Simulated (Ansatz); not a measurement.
# EuSc in Ansatz: the effect of strain

EuSc:

```
Sc Eu
1.0
     3.78710    0.00000    0.00000
     0.00000    3.78710    0.00000
     0.00000    0.00000    3.94490
Sc Eu
1 1
Direct
  0.50000 0.50000 0.50000
  0.00000 0.00000 0.00000
```

The cell was built by a generator and needn't be a form met in nature.

The cell isn't the ideal one: strained by -4 %.

Alike in all runs:

| Item | Value |
| --- | --- |
| Program | Ansatz 0.2.0 |
| Task | relaxation of the atoms |
| Functional | PBE |
| Potentials or basis | Ansatz PAW |
| Cutoff | 420 eV (not typed: the program's choice for these potentials) |
| k mesh | 5 × 5 × 5 |
| Occupations | fermi-dirac, width 0.05 eV |
| Spin | collinear spin, ferromagnetic start |
| Starting moments | [0.0, 7.0] μB |

Each run relaxes the cell or the atoms first.

```csv
strain,pressure (GPa),moment (μB)
-0.04,?,?
-0.02,1.2,6.81
-0.01,0.5,6.81
```

**Question.** What does the run with strain -0.04 give?

**Answer.** Pressure 2.7 GPa; moment 6.85 μB.

Caveats: the relaxation stopped at its first step, so nothing moved; the thresholds are loose for stress.
